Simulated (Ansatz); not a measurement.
Crystal: Ge2Sb2Te5.

```
Te Sb Ge
1.0
     6.83914   -3.06601    0.00000
     6.83914    3.06601    0.00000
    -6.83098    0.00000    6.84761
Te Sb Ge
5 2 2
Direct
  0.59470 0.59470 0.38643
  0.79529 0.79529 0.19611
  0.00832 0.00832 0.00643
  0.20652 0.20652 0.80980
  0.39996 0.39996 0.59712
  0.90171 0.90171 0.58787
  0.11187 0.11187 0.41735
  0.28429 0.28429 0.18783
  0.49734 0.49734 0.01104
```

The cell comes from a database or a generator and needn't be the stable form of this composition.

Base run:

```yaml
Program: Ansatz 0.2.0
Functional: r2SCAN
Potentials_or_basis: Ansatz PAW
Cutoff: "500 eV (not typed: the program's choice for these potentials)"
k_mesh: 4 × 4 × 3
Occupations: fermi-dirac, width 0.05 eV
Spin: no spin polarisation
```

Its results: band gap on the k mesh 0.04 eV, direct; pressure -1.0 GPa; largest force 0.246 eV/Å.

**Question.** After a change of settings the same cell gave: band gap on the k mesh 0.06 eV, direct; pressure 0.8 GPa; largest force 0.158 eV/Å. Which change was it?
A. functional from r2SCAN to PBEsol; cutoff from 500 eV (not typed: the program's choice for these potentials) to 420 eV (not typed: the program's choice for these potentials)
B. functional from r2SCAN to BLYP; cutoff from 500 eV (not typed: the program's choice for these potentials) to 420 eV (not typed: the program's choice for these potentials)
C. functional from r2SCAN to revPBE; cutoff from 500 eV (not typed: the program's choice for these potentials) to 420 eV (not typed: the program's choice for these potentials)

**Answer.** C.

Caveats: spin-orbit coupling is left out, which moves the levels of the heavy elements; the PAW data sets come from PBE, with cores solved anew for the run's functional, which leaves a small shift of forces and pressure.

Runs at the PBE level aren't shown here.
